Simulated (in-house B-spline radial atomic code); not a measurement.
# Lu⁴⁸⁺: convergence of RPA and G0W0 with the partial waves of the empty states

How many partial waves does Lu⁴⁸⁺ need? The cut on the empty states is raised step by step on a Hartree-Fock start.

Program: an in-house B-spline radial atomic code, version 1. Level of theory: RPA, second order, AC-SOSEX and G0W0 (contour deformation) on a scalar-relativistic mean field, all electrons; no spin-orbit coupling, Breit or QED terms, no two-electron picture change. These are calculated values, not measurements, unless marked.

**1. The system**

```
element        : lutetium (Z = 71)
charge         : +48
electrons      : 23
configuration  : [Ar] 3d5
Hamiltonian    : scalar-relativistic (spin-free one-electron X2C), finite nucleus
values of lmax : 4, 5, 6, 7, 8, 9, 10, 11
```

The outer shells:

Lu48+
```
[Ar] core
3d [↑ ][↑ ][↑ ][↑ ][↑ ]
```

**2. Lmax = 4**

Settings, as recorded:

```ini
Z = 71
electrons = 23.0
configuration = [Ar] 3d5
hamiltonian = x2c
method = hf
lmax = 4
rms_radius = 5.37
spin_polarised = True
box_radius = 2.16
intervals = 60
```

Started as:

```
python run_gw.py task.json out
```

One command runs all members of the session, one after another, from task.json.

Results of the run (chosen fields of its result record, rounded):

```text
{
  "status": "converged",
  "energies [hartree]": {
    "mean_field": -12618.08993,
    "exx_total": -12618.08993,
    "exchange": -200.3387967,
    "rpa": -1.8599519,
    "rpa_summed": -1.6557729,
    "direct_second_order": -1.9293189,
    "second_order_exchange": 0.61576895,
    "sosex": 0.60173415
  },
  "rpa_by_multipole [hartree]": [-0.360277, -0.780582, -0.301931, -0.16711, -0.0374602, -0.00799053, -0.000422016],
  "polarisability [bohr^3: independent particles, RPA]": [0.00349575, 0.00296337],
  "gap [hartree]": 19.88753,
  "levels [hartree]": [
    {"name": "3d up", "occ": 1, "e": -156.5609, "sx": -9.348633, "vxc": -9.348633, "sc": 0.09532076, "z": 0.996837, "qp": -156.4812, "tail": -0.01569029},
    {"name": "3p down", "occ": 1, "e": -170.1664, "sx": -7.614691, "vxc": -7.614691, "sc": -0.02513774, "z": 0.995839, "qp": -170.2085, "tail": -0.01700176},
    {"name": "3p up", "occ": 1, "e": -172.4716, "sx": -9.972985, "vxc": -9.972985, "sc": 0.5452541, "z": 0.934648, "qp": -171.9375, "tail": -0.01114626},
    {"name": "3s down", "occ": 1, "e": -185.1188, "sx": -8.864876, "vxc": -8.864876, "sc": 0.5834616, "z": 0.931006, "qp": -184.5568, "tail": -0.02145588},
    {"name": "3d down", "occ": 0, "e": -150.2789, "sx": -3.019594, "vxc": -3.019594, "sc": -0.1788729, "z": 0.9970314, "qp": -150.483, "tail": -0.0252051}
  ]
}
```

It took 1.9 s on 1 thread, shared host.

In the record, exx_total is the Hartree-Fock functional on the start's orbitals, rpa_summed the RPA energy up to lmax and rpa the same with the tail beyond it, gap the smallest same-spin excitation energy of the start. For a level, e is the start's value, sx and sc the exchange and correlation self-energies, vxc the start's own term, z the quasi-particle weight, and qp = e + sx − vxc + sc + tail. Deeper levels of weight under 0.85 meet poles of the self-energy and are not shown.

G0W0 moves 3d↑ up by 2.17 eV, to -4258.07 eV.

The largest part of the RPA energy comes from multipole 1 (47 % of the sum).

**3. Lmax = 5**

The settings differ from step 2 so:

```diff
@@ -5,3 +5,3 @@
 method = hf
-lmax = 4
+lmax = 5
 rms_radius = 5.37
```

Results of the run:

```text
{
  "status": "converged",
  "energies [hartree]": {
    "mean_field": -12618.08993,
    "exx_total": -12618.08993,
    "exchange": -200.3387967,
    "rpa": -1.8589894,
    "rpa_summed": -1.7406951,
    "direct_second_order": -1.926814,
    "second_order_exchange": 0.62682365,
    "sosex": 0.6128178
  },
  "rpa_by_multipole [hartree]": [-0.360277, -0.780582, -0.301931, -0.200865, -0.0719329, -0.0211937, -0.00370409, -0.000209241],
  "polarisability [bohr^3: independent particles, RPA]": [0.00349575, 0.00296337],
  "gap [hartree]": 19.88753,
  "levels [hartree]": [
    {"name": "3d up", "occ": 1, "e": -156.5609, "sx": -9.348633, "vxc": -9.348633, "sc": 0.08583017, "z": 0.9968178, "qp": -156.4883, "tail": -0.01321991},
    {"name": "3p down", "occ": 1, "e": -170.1664, "sx": -7.614691, "vxc": -7.614691, "sc": -0.03394976, "z": 0.9958253, "qp": -170.2126, "tail": -0.01227474},
    {"name": "3p up", "occ": 1, "e": -172.4716, "sx": -9.972985, "vxc": -9.972985, "sc": 0.5387889, "z": 0.934549, "qp": -171.9418, "tail": -0.009000109},
    {"name": "3s down", "occ": 1, "e": -185.1188, "sx": -8.864876, "vxc": -8.864876, "sc": 0.5759764, "z": 0.9308612, "qp": -184.5533, "tail": -0.01042025},
    {"name": "3d down", "occ": 0, "e": -150.2789, "sx": -3.019594, "vxc": -3.019594, "sc": -0.1898548, "z": 0.9970125, "qp": -150.484, "tail": -0.01529727}
  ]
}
```

Run time: 2.1 s. Hardware: 1 thread, shared host.

G0W0 moves 3d↑ up by 1.98 eV, to -4258.26 eV.

**4. Lmax = 6**

The settings differ from step 3 so:

```diff
@@ -5,3 +5,3 @@
 method = hf
-lmax = 5
+lmax = 6
 rms_radius = 5.37
```

Results of the run:

```text
{
  "status": "converged",
  "energies [hartree]": {
    "mean_field": -12618.08993,
    "exx_total": -12618.08993,
    "exchange": -200.3387967,
    "rpa": -1.8500754,
    "rpa_summed": -1.7809476,
    "direct_second_order": -1.9171848,
    "second_order_exchange": 0.6275398,
    "sosex": 0.61360812
  },
  "rpa_by_multipole [hartree]": [-0.360277, -0.780582, -0.301931, -0.200865, -0.0863312, -0.0384555, -0.0103916, -0.00199647, -0.000117709],
  "polarisability [bohr^3: independent particles, RPA]": [0.00349575, 0.00296337],
  "gap [hartree]": 19.88753,
  "levels [hartree]": [
    {"name": "3d up", "occ": 1, "e": -156.5609, "sx": -9.348633, "vxc": -9.348633, "sc": 0.0810519, "z": 0.9968119, "qp": -156.488, "tail": -0.008205906},
    {"name": "3p down", "occ": 1, "e": -170.1664, "sx": -7.614691, "vxc": -7.614691, "sc": -0.0380431, "z": 0.9958208, "qp": -170.2115, "tail": -0.00702968},
    {"name": "3p up", "occ": 1, "e": -172.4716, "sx": -9.972985, "vxc": -9.972985, "sc": 0.5349454, "z": 0.9344672, "qp": -171.9432, "tail": -0.006593639},
    {"name": "3s down", "occ": 1, "e": -185.1188, "sx": -8.864876, "vxc": -8.864876, "sc": 0.5725841, "z": 0.9307971, "qp": -184.5521, "tail": -0.005818772},
    {"name": "3d down", "occ": 0, "e": -150.2789, "sx": -3.019594, "vxc": -3.019594, "sc": -0.1952683, "z": 0.9970068, "qp": -150.4834, "tail": -0.009296795}
  ]
}
```

Wall time 2.4 s (1 thread, shared host).

Highest level 3d↑: -4260.24 eV in the start, -4258.26 eV after G0W0, weight 1.00.

**5. Lmax = 7**

The settings differ from step 4 so:

```diff
@@ -5,3 +5,3 @@
 method = hf
-lmax = 6
+lmax = 7
 rms_radius = 5.37
```

Results of the run:

```text
{
  "status": "converged",
  "energies [hartree]": {
    "mean_field": -12618.08993,
    "exx_total": -12618.08993,
    "exchange": -200.3387967,
    "rpa": -1.8453845,
    "rpa_summed": -1.8021158,
    "direct_second_order": -1.9123363,
    "second_order_exchange": 0.62705432,
    "sosex": 0.61314586
  },
  "rpa_by_multipole [hartree]": [-0.360277, -0.780582, -0.301931, -0.200865, -0.0863312, -0.045749, -0.0193726, -0.00575777, -0.00117839, -7.17248e-05],
  "polarisability [bohr^3: independent particles, RPA]": [0.00349575, 0.00296337],
  "gap [hartree]": 19.88753,
  "levels [hartree]": [
    {"name": "3d up", "occ": 1, "e": -156.5609, "sx": -9.348633, "vxc": -9.348633, "sc": 0.07831914, "z": 0.9968097, "qp": -156.4881, "tail": -0.00558587},
    {"name": "3p down", "occ": 1, "e": -170.1664, "sx": -7.614691, "vxc": -7.614691, "sc": -0.04013156, "z": 0.9958192, "qp": -170.2108, "tail": -0.004268893},
    {"name": "3p up", "occ": 1, "e": -172.4716, "sx": -9.972985, "vxc": -9.972985, "sc": 0.5329842, "z": 0.934426, "qp": -171.9426, "tail": -0.004000799},
    {"name": "3s down", "occ": 1, "e": -185.1188, "sx": -8.864876, "vxc": -8.864876, "sc": 0.5708152, "z": 0.9307641, "qp": -184.5516, "tail": -0.003607532},
    {"name": "3d down", "occ": 0, "e": -150.2789, "sx": -3.019594, "vxc": -3.019594, "sc": -0.1980024, "z": 0.9970048, "qp": -150.4825, "tail": -0.005588466}
  ]
}
```

It took 2.7 s on 1 thread, shared host.

Highest level 3d↑: -4260.24 eV in the start, -4258.26 eV after G0W0, weight 1.00.

**6. Lmax = 8**

The settings differ from step 5 so:

```diff
@@ -5,3 +5,3 @@
 method = hf
-lmax = 7
+lmax = 8
 rms_radius = 5.37
```

Results of the run:

```text
{
  "status": "converged",
  "energies [hartree]": {
    "mean_field": -12618.08993,
    "exx_total": -12618.08993,
    "exchange": -200.3387967,
    "rpa": -1.8423088,
    "rpa_summed": -1.8140345,
    "direct_second_order": -1.9092057,
    "second_order_exchange": 0.62569408,
    "sosex": 0.61180083
  },
  "rpa_by_multipole [hartree]": [-0.360277, -0.780582, -0.301931, -0.200865, -0.0863312, -0.045749, -0.0231681, -0.0108934, -0.00344988, -0.000741525, -4.62619e-05],
  "polarisability [bohr^3: independent particles, RPA]": [0.00349575, 0.00296337],
  "gap [hartree]": 19.88753,
  "levels [hartree]": [
    {"name": "3d up", "occ": 1, "e": -156.5609, "sx": -9.348633, "vxc": -9.348633, "sc": 0.07684296, "z": 0.9968088, "qp": -156.4875, "tail": -0.003501868},
    {"name": "3p down", "occ": 1, "e": -170.1664, "sx": -7.614691, "vxc": -7.614691, "sc": -0.04131005, "z": 0.9958184, "qp": -170.2105, "tail": -0.002795677},
    {"name": "3p up", "occ": 1, "e": -172.4716, "sx": -9.972985, "vxc": -9.972985, "sc": 0.5318773, "z": 0.9344029, "qp": -171.9423, "tail": -0.002616691},
    {"name": "3s down", "occ": 1, "e": -185.1188, "sx": -8.864876, "vxc": -8.864876, "sc": 0.5698015, "z": 0.9307453, "qp": -184.5514, "tail": -0.002395333},
    {"name": "3d down", "occ": 0, "e": -150.2789, "sx": -3.019594, "vxc": -3.019594, "sc": -0.1994779, "z": 0.997004, "qp": -150.4819, "tail": -0.003500392}
  ]
}
```

It took 3 s on 1 thread, shared host.

Highest level 3d↑: -4260.24 eV in the start, -4258.24 eV after G0W0, weight 1.00.

**7. Lmax = 9**

The settings differ from step 6 so:

```diff
@@ -5,3 +5,3 @@
 method = hf
-lmax = 8
+lmax = 9
 rms_radius = 5.37
```

Results of the run:

```text
{
  "status": "converged",
  "energies [hartree]": {
    "mean_field": -12618.08993,
    "exx_total": -12618.08993,
    "exchange": -200.3387967,
    "rpa": -1.8407919,
    "rpa_summed": -1.8212633,
    "direct_second_order": -1.9076729,
    "second_order_exchange": 0.62501025,
    "sosex": 0.61112142
  },
  "rpa_by_multipole [hartree]": [-0.360277, -0.780582, -0.301931, -0.200865, -0.0863312, -0.045749, -0.0231681, -0.0130579, -0.00659721, -0.00218388, -0.000489696, -3.11562e-05],
  "polarisability [bohr^3: independent particles, RPA]": [0.00349575, 0.00296337],
  "gap [hartree]": 19.88753,
  "levels [hartree]": [
    {"name": "3d up", "occ": 1, "e": -156.5609, "sx": -9.348633, "vxc": -9.348633, "sc": 0.07597473, "z": 0.9968083, "qp": -156.4872, "tail": -0.00234555},
    {"name": "3p down", "occ": 1, "e": -170.1664, "sx": -7.614691, "vxc": -7.614691, "sc": -0.04202479, "z": 0.9958181, "qp": -170.2104, "tail": -0.001930889},
    {"name": "3p up", "occ": 1, "e": -172.4716, "sx": -9.972985, "vxc": -9.972985, "sc": 0.5312059, "z": 0.9343889, "qp": -171.9422, "tail": -0.00180354},
    {"name": "3s down", "occ": 1, "e": -185.1188, "sx": -8.864876, "vxc": -8.864876, "sc": 0.5691798, "z": 0.9307338, "qp": -184.5513, "tail": -0.001668899},
    {"name": "3d down", "occ": 0, "e": -150.2789, "sx": -3.019594, "vxc": -3.019594, "sc": -0.2003452, "z": 0.9970036, "qp": -150.4816, "tail": -0.002343068}
  ]
}
```

Wall time 3.1 s (1 thread, shared host).

The 3d↑ level moves from -4260.24 to -4258.23 eV (weight 1.00).

**8. Lmax = 10**

The settings differ from step 7 so:

```diff
@@ -5,3 +5,3 @@
 method = hf
-lmax = 9
+lmax = 10
 rms_radius = 5.37
```

Results of the run:

```text
{
  "status": "converged",
  "energies [hartree]": {
    "mean_field": -12618.08993,
    "exx_total": -12618.08993,
    "exchange": -200.3387967,
    "rpa": -1.839931,
    "rpa_summed": -1.8258937,
    "direct_second_order": -1.9068065,
    "second_order_exchange": 0.62461029,
    "sosex": 0.61072303
  },
  "rpa_by_multipole [hartree]": [-0.360277, -0.780582, -0.301931, -0.200865, -0.0863312, -0.045749, -0.0231681, -0.0130579, -0.00791815, -0.00421732, -0.00143938, -0.000335813, -2.17162e-05],
  "polarisability [bohr^3: independent particles, RPA]": [0.00349575, 0.00296337],
  "gap [hartree]": 19.88753,
  "levels [hartree]": [
    {"name": "3d up", "occ": 1, "e": -156.5609, "sx": -9.348633, "vxc": -9.348633, "sc": 0.07543093, "z": 0.9968081, "qp": -156.4871, "tail": -0.001648554},
    {"name": "3p down", "occ": 1, "e": -170.1664, "sx": -7.614691, "vxc": -7.614691, "sc": -0.04248256, "z": 0.9958179, "qp": -170.2103, "tail": -0.001387737},
    {"name": "3p up", "occ": 1, "e": -172.4716, "sx": -9.972985, "vxc": -9.972985, "sc": 0.5307758, "z": 0.93438, "qp": -171.9421, "tail": -0.001292242},
    {"name": "3s down", "occ": 1, "e": -185.1188, "sx": -8.864876, "vxc": -8.864876, "sc": 0.5687783, "z": 0.9307265, "qp": -184.5513, "tail": -0.001205235},
    {"name": "3d down", "occ": 0, "e": -150.2789, "sx": -3.019594, "vxc": -3.019594, "sc": -0.2008882, "z": 0.9970034, "qp": -150.4814, "tail": -0.001646031}
  ]
}
```

Wall time 3.3 s (1 thread, shared host).

Highest level 3d↑: -4260.24 eV in the start, -4258.23 eV after G0W0, weight 1.00.

**9. Lmax = 11**

The settings differ from step 8 so:

```diff
@@ -5,3 +5,3 @@
 method = hf
-lmax = 10
+lmax = 11
 rms_radius = 5.37
```

Results of the run:

```text
{
  "status": "converged",
  "energies [hartree]": {
    "mean_field": -12618.08993,
    "exx_total": -12618.08993,
    "exchange": -200.3387967,
    "rpa": -1.8393869,
    "rpa_summed": -1.828987,
    "direct_second_order": -1.9062601,
    "second_order_exchange": 0.62434892,
    "sosex": 0.61046229
  },
  "rpa_by_multipole [hartree]": [-0.360277, -0.780582, -0.301931, -0.200865, -0.0863312, -0.045749, -0.0231681, -0.0130579, -0.00791815, -0.00506672, -0.00280845, -0.000979077, -0.000237683, -1.55661e-05],
  "polarisability [bohr^3: independent particles, RPA]": [0.00349575, 0.00296337],
  "gap [hartree]": 19.88753,
  "levels [hartree]": [
    {"name": "3d up", "occ": 1, "e": -156.5609, "sx": -9.348633, "vxc": -9.348633, "sc": 0.07507344, "z": 0.996808, "qp": -156.487, "tail": -0.001201916},
    {"name": "3p down", "occ": 1, "e": -170.1664, "sx": -7.614691, "vxc": -7.614691, "sc": -0.0427885, "z": 0.9958178, "qp": -170.2102, "tail": -0.001028613},
    {"name": "3p up", "occ": 1, "e": -172.4716, "sx": -9.972985, "vxc": -9.972985, "sc": 0.5304883, "z": 0.9343741, "qp": -171.942, "tail": -0.0009536849},
    {"name": "3s down", "occ": 1, "e": -185.1188, "sx": -8.864876, "vxc": -8.864876, "sc": 0.5685082, "z": 0.9307215, "qp": -184.5512, "tail": -0.0008949136},
    {"name": "3d down", "occ": 0, "e": -150.2789, "sx": -3.019594, "vxc": -3.019594, "sc": -0.201245, "z": 0.9970033, "qp": -150.4813, "tail": -0.001199638}
  ]
}
```

It took 3.7 s on 1 thread, shared host.

The 3d↑ level moves from -4260.24 to -4258.23 eV (weight 1.00).

**10. Comparison**

```csv
lmax,level,mean field (eV),G0W0 (eV),weight,RPA (hartree),RPA to lmax (hartree),"α, direct RPA (bohr³)",time,miss (eV)
4,3d↑,-4260.24,-4258.07,0.997,-1.85995,-1.65577,0.002963,1.9 s,+47.1
5,3d↑,-4260.24,-4258.26,0.997,-1.85899,-1.74070,0.002963,2.1 s,+47.3
6,3d↑,-4260.24,-4258.26,0.997,-1.85008,-1.78095,0.002963,2.4 s,+47.3
7,3d↑,-4260.24,-4258.26,0.997,-1.84538,-1.80212,0.002963,2.7 s,+47.3
8,3d↑,-4260.24,-4258.24,0.997,-1.84231,-1.81403,0.002963,3 s,+47.2
9,3d↑,-4260.24,-4258.23,0.997,-1.84079,-1.82126,0.002963,3.1 s,+47.2
10,3d↑,-4260.24,-4258.23,0.997,-1.83993,-1.82589,0.002963,3.3 s,+47.2
11,3d↑,-4260.24,-4258.23,0.997,-1.83939,-1.82899,0.002963,3.7 s,+47.2
```

The miss is the G0W0 removal energy (the level with its sign changed) less the tabulated theoretical ionisation energy, 4211.0 ± 4 eV. Times are single runs on a shared host.

**11. What came out**

| quantity | value |
| --- | --- |
| highest level, mean field (range over the runs) | -4260.24 eV |
| highest level, G0W0 (range over the runs) | -4258.26 to -4258.07 eV |
| RPA correlation energy | -1.860 to -1.839 hartree |
| RPA+SOSEX | -1.2582 to -1.2289 hartree |
| tabulated theoretical ionisation energy (3d shell) | 4211.0 ± 4 eV (NIST Atomic Spectra Database, ionization energies) |
| G0W0 removal energy less that value | +47.1 to +47.3 eV |

What this shows: At lmax = 4 the plain sum holds 90.0 % of the last extrapolated value, at lmax = 11 it holds 99.4 %. With the tail added, the runs differ from the last by up to 1.1 %, and from lmax = 7 on all values lie within 0.5 % of the last; the plain sum reaches 99 % at lmax = 9. The extrapolated value still moves by 0.54 millihartree in the last step. The G0W0 level varies by 0.19 eV over the range. The time rises from 1.9 s to 3.7 s. At the highest cut G0W0 misses the tabulated theoretical ionisation energy, 4211.0 ± 4 eV, by +47.2 eV (+1.1 %). Spin-orbit coupling is left out: in so heavy and highly charged an ion the half-filled shell is really jj-coupled, so the high-spin state computed here is a model and the comparison is rough. Spin-orbit coupling, which splits the 3d shell strongly in so heavy an element, is left out.
